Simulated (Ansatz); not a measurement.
# Mn3O4: the cost of one run

Program: Ansatz 0.2.0. Level of theory: DFT LDA, scalar-relativistic, plane waves, PAW. These are calculated values, not measurements.

## Step 1: Starting point

Symmetry: I4_1/amd, No. 141, tetragonal system. Conventional cell: a = 5.765 Å, b = 5.765 Å, c = 9.442 Å, α = 90.00°, β = 90.00°, γ = 90.00°. Mn (site symmetry -4m2) has 4 O at 2.04 Å as nearest neighbours. Mn (site symmetry 2/m) has 4 O at 1.93 Å as nearest neighbours. O (site symmetry m) is surrounded by 3 Mn at 1.93 to 2.04 Å.

As a file:

```cif
data_structure
_symmetry_space_group_name_H-M 'I4_1/amd:1'
_symmetry_Int_Tables_number 141
_cell_length_a 5.7650
_cell_length_b 5.7650
_cell_length_c 9.4420
_cell_angle_alpha 90.000
_cell_angle_beta 90.000
_cell_angle_gamma 90.000
_cell_volume 313.81
loop_
_atom_site_label
_atom_site_type_symbol
_atom_site_symmetry_multiplicity
_atom_site_Wyckoff_symbol
_atom_site_fract_x
_atom_site_fract_y
_atom_site_fract_z
_atom_site_occupancy
Mn1 Mn 4 a 0.00000 0.00000 0.00000 1
Mn2 Mn 8 d 0.50000 0.75000 0.12500 1
O1 O 16 h 0.00000 0.22220 0.38390 1
```

## Step 2: Fim

Contents of input.yaml:

```yaml
crystal:
  lattice:
    - [-2.8825, 2.8825, 4.721]
    - [2.8825, -2.8825, 4.721]
    - [2.8825, 2.8825, -4.721]
  atoms:
    - { symbol: Mn, position: [0.0, 0.0, 0.0], spin: -5.0 }
    - { symbol: Mn, position: [0.75, 0.25, 0.5], spin: -5.0 }
    - { symbol: Mn, position: [0.875, 0.625, 0.25], spin: 4.0 }
    - { symbol: Mn, position: [0.375, 0.625, 0.25], spin: 4.0 }
    - { symbol: Mn, position: [0.375, 0.625, 0.75], spin: 4.0 }
    - { symbol: Mn, position: [0.375, 0.125, 0.75], spin: 4.0 }
    - { symbol: O, position: [0.6061, 0.3839, 0.2222] }
    - { symbol: O, position: [0.1339, 0.4117, 0.2778] }
    - { symbol: O, position: [0.1617, 0.3839, 0.7778] }
    - { symbol: O, position: [0.1339, 0.8561, 0.7222] }
    - { symbol: O, position: [0.1439, 0.8661, 0.2778] }
    - { symbol: O, position: [0.6161, 0.3939, 0.7778] }
    - { symbol: O, position: [0.5883, 0.8661, 0.7222] }
    - { symbol: O, position: [0.6161, 0.8383, 0.2222] }
magnetization:
  spin_polarized: true
scf:
  occupations: { method: gaussian, width: 0.02 }
output:
  forces: true
  stress: true
  populations: true
  write_density: true
  write_potential: true
  elf: true
  volumetric_format: npy
hamiltonian:
  xc: lda
kpoints:
  mp_grid: { grid: [5, 5, 5] }
```

Run with:

```bash
> ansatz run input.yaml --threads 8 --pin off --max-ram 16384MiB --backend cpu --events-out ev --progress --plain --runs-dir out
```

What time and memory should one allow on 8 threads of Arm Neoverse V1, shared host?

About 12 s, with a peak of 1.2 GiB.
